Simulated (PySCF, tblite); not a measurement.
# C₂₂H₁₄N₂S₂: electronic excitations, NMR shifts, part 2 of 2

tblite 0.8.0 and PySCF 2.14.0. Atoms count from 0. Earlier steps stand in the parts before.

## 5. NMR shifts: GIAO KT3/pcSseg-1

What the job is given:

```
{"job": {"kind": "nmr", "xc": "KT3", "basis": "pcSseg-1", "pop": false}, "charge": 0, "multiplicity": 1}
C      6.587526    -0.763010     1.601283
C      5.609946    -0.292275     2.468943
N      4.352121    -0.152493     2.105710
C      4.025226    -0.474313     0.850425
C      2.609596    -0.334847     0.500909
C      1.702092    -0.432194     1.537544
C      0.332514    -0.399779     1.307063
C     -0.172923    -0.252437     0.030215
C     -1.606688    -0.328873    -0.172386
C     -2.316769    -0.964245    -1.158658
C     -3.706256    -0.852418    -1.011213
C     -4.079242    -0.127632     0.093354
C     -5.393665     0.209278     0.533532
C     -5.760521     0.923955     1.644860
C     -7.153188     1.082523     1.765470
C     -7.838220     0.494621     0.750072
S     -6.795916    -0.273996    -0.380005
S     -2.682844     0.406941     0.981895
C      0.730120    -0.033621    -1.052234
C      0.272635     0.312780    -2.341055
C      1.144418     0.521620    -3.373104
C      2.522470     0.403647    -3.158762
C      3.002604     0.116746    -1.911238
C      2.134192    -0.102718    -0.822091
N      4.892090    -0.937135    -0.049496
C      6.150202    -1.076543     0.323139
H      7.616329    -0.876369     1.899947
H      5.837741    -0.015549     3.491785
H      2.075486    -0.569225     2.540387
H     -0.348174    -0.525872     2.137108
H     -1.849728    -1.528134    -1.946785
H     -4.420490    -1.284870    -1.689947
H     -5.044281     1.319116     2.343275
H     -7.624284     1.614540     2.572547
H     -8.897467     0.458263     0.592127
H     -0.785678     0.445999    -2.503561
H      0.774610     0.795443    -4.350554
H      3.206140     0.567025    -3.978770
H      4.063885     0.054034    -1.738236
H      6.824391    -1.458598    -0.434404
```

Method: GIAO KT3/pcSseg-1 NMR shielding, non-relativistic, gas phase.

The log of the run:

```text
start: PBE on a coarse grid of 35997 points
cycle   1  E = -1750.5600941835  dE =  4.676e+00  |g| = 9.012e-01  |ddm| = 7.603e+00
cycle   2  E = -1750.2019657059  dE =  3.581e-01  |g| = 1.452e+00  |ddm| = 3.050e+00
cycle   3  E = -1750.7513421010  dE = -5.494e-01  |g| = 3.163e-01  |ddm| = 2.211e+00
cycle   4  E = -1750.7787316839  dE = -2.739e-02  |g| = 1.005e-01  |ddm| = 5.508e-01
cycle   5  E = -1750.7808061947  dE = -2.075e-03  |g| = 5.601e-02  |ddm| = 2.054e-01
cycle   6  E = -1750.7815567338  dE = -7.505e-04  |g| = 2.382e-02  |ddm| = 9.137e-02
cycle   7  E = -1750.7816904560  dE = -1.337e-04  |g| = 1.059e-02  |ddm| = 4.013e-02
cycle   8  E = -1750.7817173700  dE = -2.691e-05  |g| = 3.295e-03  |ddm| = 1.615e-02
final grid: 330386 points
cycle   9  E = -1773.8840783815  dE = -6.463e-02  |g| = 1.936e-01  |ddm| = 1.345e+00
cycle  10  E = -1773.8769610105  dE =  7.117e-03  |g| = 2.119e-01  |ddm| = 3.847e-01
cycle  11  E = -1773.8834998105  dE = -6.539e-03  |g| = 1.189e-01  |ddm| = 3.953e-01
cycle  12  E = -1773.8870948895  dE = -3.595e-03  |g| = 3.856e-02  |ddm| = 1.784e-01
cycle  13  E = -1773.8875223665  dE = -4.275e-04  |g| = 8.813e-03  |ddm| = 5.591e-02
cycle  14  E = -1773.8875415635  dE = -1.920e-05  |g| = 2.485e-03  |ddm| = 1.384e-02
cycle  15  E = -1773.8875448073  dE = -3.244e-06  |g| = 1.285e-03  |ddm| = 5.189e-03
cycle  16  E = -1773.8875456001  dE = -7.928e-07  |g| = 5.903e-04  |ddm| = 2.298e-03
cycle  17  E = -1773.8875451888  dE =  4.113e-07  |g| = 1.253e-04  |ddm| = 9.148e-04
cycle  18  E = -1773.8875461089  dE = -9.201e-07  |g| = 6.072e-05  |ddm| = 2.911e-04
converged SCF energy = -1773.8875461089

GIAO shielding tensors (ppm)
atom      isotropic    diamagn.    paramagn.     s11        s22        s33       span
  0 C       72.847     262.910    -190.063    -28.387     75.043    171.885    200.272
  1 C       34.888     246.030    -211.142    -66.611     30.036    141.238    207.849
  2 N      -42.171     334.248    -376.419   -280.463   -117.166    271.115    551.578
  3 C       25.941     252.101    -226.161    -48.980      8.875    117.927    166.906
  4 C       59.051     248.521    -189.471    -15.816     35.625    157.344    173.160
  5 C       59.621     254.787    -195.166    -31.565     41.352    169.077    200.642
  6 C       64.427     254.170    -189.743    -22.494     59.844    155.931    178.425
  7 C       55.362     255.007    -199.645    -18.796     31.215    153.668    172.464
  8 C       46.095     260.917    -214.822    -11.963     39.960    110.287    122.249
  9 C       61.702     251.010    -189.308     -0.652     44.770    140.988    141.640
 10 C       67.264     252.918    -185.654      6.389     60.685    134.718    128.329
 11 C       47.826     269.237    -221.411     -4.617     29.957    118.137    122.754
 12 C       49.242     250.156    -200.913     -4.367     34.884    117.211    121.578
 13 C       68.368     246.568    -178.200      4.805     59.163    141.135    136.331
 14 C       64.152     251.302    -187.150     -6.266     53.135    145.585    151.851
 15 C       66.085     271.985    -205.900    -12.463     72.063    138.655    151.117
 16 S      317.363    1058.256    -740.894    189.188    345.710    417.190    228.001
 17 S      312.985    1065.485    -752.500    196.938    347.170    394.846    197.908
 18 C       62.057     253.230    -191.173     -6.778      7.988    184.959    191.738
 19 C       64.478     252.193    -187.715    -27.778     51.799    169.414    197.192
 20 C       64.129     253.073    -188.944    -35.690     56.346    171.731    207.421
 21 C       63.461     253.831    -190.371    -36.379     54.991    171.770    208.149
 22 C       62.762     245.384    -182.622    -27.858     40.480    175.665    203.523
 23 C       60.980     245.919    -184.940    -10.533      9.401    184.072    194.604
 24 N      -39.215     334.887    -374.102   -281.245   -109.609    273.208    554.453
 25 C       36.343     244.780    -208.438    -64.630     31.130    142.527    207.157
 26 H       25.028      25.654      -0.626     23.327     24.720     27.038      3.710
 27 H       22.853      28.635      -5.781     18.414     23.624     26.522      8.108
 28 H       22.841      34.194     -11.352     16.250     23.632     28.642     12.392
 29 H       24.017      35.986     -11.969     17.180     23.577     31.293     14.114
 30 H       24.645      35.472     -10.826     20.010     24.962     28.963      8.952
 31 H       24.432      34.157      -9.725     19.642     25.612     28.043      8.401
 32 H       24.436      33.834      -9.397     19.615     24.872     28.822      9.208
 33 H       24.837      27.849      -3.013     21.735     25.077     27.699      5.964
 34 H       24.969      28.161      -3.192     21.853     24.909     28.145      6.293
 35 H       23.313      37.047     -13.734     15.953     22.430     31.555     15.602
 36 H       24.179      31.313      -7.134     19.564     25.092     27.880      8.315
 37 H       24.111      29.209      -5.099     19.562     25.564     27.206      7.645
 38 H       21.448      34.190     -12.742     12.006     22.876     29.462     17.456
 39 H       22.864      27.910      -5.046     18.430     23.530     26.632      8.203
```

Run time: 47 s. Hardware: 1 thread of Intel Xeon 6975P-C, shared host; peak memory 0.75 GiB.

The references, computed at this level on geometries of the same kind, shield at (ppm): ¹H TMS 31.76, ¹³C TMS 184.7, ¹⁵N NH3 264.3. Their shielding less the atom's gives the shift. The references are single molecules in the gas phase, so shifts against H2O, NH3, PH3, H3PO4 or CFCl3 are not on the usual liquid scales and can be off by tens of ppm. Atoms listed in one row are averaged.

```
   atoms                                          environment  σ (ppm)  δ (ppm)
      C3  substituted aromatic carbon next to a ring nitrogen     25.9    158.7
 C1, C25                  aromatic CH next to a ring nitrogen     35.6    149.1
      C8  substituted aromatic carbon next to the ring sulfur     46.1    138.6
     C11  substituted aromatic carbon next to the ring sulfur     47.8    136.9
     C12  substituted aromatic carbon next to the ring sulfur     49.2    135.4
      C7                          substituted aromatic carbon     55.4    129.3
      C4                          substituted aromatic carbon     59.1    125.6
      C5                                          aromatic CH     59.6    125.1
     C23                          ring-fusion aromatic carbon     61.0    123.7
      C9                                          aromatic CH     61.7    123.0
     C18                          ring-fusion aromatic carbon     62.1    122.6
     C22                                          aromatic CH     62.8    121.9
     C21                                          aromatic CH     63.5    121.2
     C20                                          aromatic CH     64.1    120.6
     C14                                          aromatic CH     64.2    120.5
      C6                                          aromatic CH     64.4    120.3
     C19                                          aromatic CH     64.5    120.2
     C15                  aromatic CH next to the ring sulfur     66.1    118.6
     C10                                          aromatic CH     67.3    117.4
     C13                                          aromatic CH     68.4    116.3
      C0                                          aromatic CH     72.8    111.8
     H38                           hydrogen on an aromatic CH    21.45    10.31
     H28                           hydrogen on an aromatic CH    22.84     8.91
H27, H39   hydrogen on an aromatic CH next to a ring nitrogen    22.86     8.90
     H35                           hydrogen on an aromatic CH    23.31     8.44
     H29                           hydrogen on an aromatic CH    24.02     7.74
     H37                           hydrogen on an aromatic CH    24.11     7.65
     H36                           hydrogen on an aromatic CH    24.18     7.58
     H31                           hydrogen on an aromatic CH    24.43     7.32
     H32                           hydrogen on an aromatic CH    24.44     7.32
     H30                           hydrogen on an aromatic CH    24.65     7.11
     H33                           hydrogen on an aromatic CH    24.84     6.92
     H34   hydrogen on an aromatic CH next to the ring sulfur    24.97     6.79
     H26                           hydrogen on an aromatic CH    25.03     6.73
 N2, N24                          pyridine-type ring nitrogen    -40.7    305.0
     S17                                 aromatic ring sulfur      313        –
     S16                                 aromatic ring sulfur      317        –
```

Ring of atoms C0, C1, N2, C3, N24, C25: NICS(0) -4.0, NICS(1) -8.6, NICS(1)zz -20.6 ppm (means of both faces).

Ring of atoms C4, C5, C6, C7, C18, C23: NICS(0) -6.8, NICS(1) -9.4, NICS(1)zz -21.7 ppm (means of both faces).

Ring of atoms C8, C9, C10, C11, S17: NICS(0) -9.0, NICS(1) -7.6, NICS(1)zz -16.0 ppm (means of both faces).

## 6. Summary of results

The summary covers parts 1 to 2.

| quantity | value |
| --- | --- |
| strongest single infrared mode (GFN2-xTB) | 1551 cm⁻¹, 134 km/mol |
| zero-point energy (GFN2-xTB) | 181.3 kcal/mol |
| lowest singlet (PBE0/6-31G*) | 3.19 eV (388 nm), f = 1.158 |
| lowest triplet | 2.15 eV |
| vertical ionisation energy (ΔSCF) | 6.53 eV |
| ¹³C shifts against TMS (KT3/pcSseg-1, means over atoms taken as alike) | 158.7, 149.1, 138.6, 136.9, 135.4, 129.3, 125.6, 125.1, 123.7, 123.0, 122.6, 121.9, 121.2, 120.6 ppm and more |
| ¹H shifts against TMS (KT3/pcSseg-1, means over atoms taken as alike) | 10.31, 8.91, 8.90, 8.44, 7.74, 7.65, 7.58, 7.32, 7.32, 7.11, 6.92, 6.79, 6.73 ppm |
| ¹⁵N shifts against NH3 (KT3/pcSseg-1, means over atoms taken as alike) | 305.0 ppm |
| shieldings of S (KT3/pcSseg-1) | S17 313.0, S16 317.4 ppm |

**Reading.** All 114 modes are real, so the xTB geometry is a minimum. The strongest single mode, at 1551 cm⁻¹, has its largest shares on C20, C21 and C6 (the list is cut at 3 atoms). GFN2-xTB is a fitted tight-binding method: band positions and strengths are rough. Its intensities can rank the bands wrongly. The lowest singlet, at 3.19 eV, is HOMO→LUMO 0.97 and is bright. The lowest triplet lies 1.04 eV below the lowest singlet. ΔSCF puts the ionisation energy at 6.53 eV, 1.16 eV above −ε(HOMO). At KT3/pcSseg-1: Shielding is most anisotropic at N2, N24 (span 553 ppm, paramagnetic term -375 ppm). NICS(1)zz of -21 ppm above the planar ring from C0 marks a diatropic (aromatic) ring current. NICS(1)zz of -22 ppm above the planar ring from C4 marks a diatropic (aromatic) ring current. NICS(1)zz of -16 ppm above the planar ring from C8 marks a diatropic (aromatic) ring current.
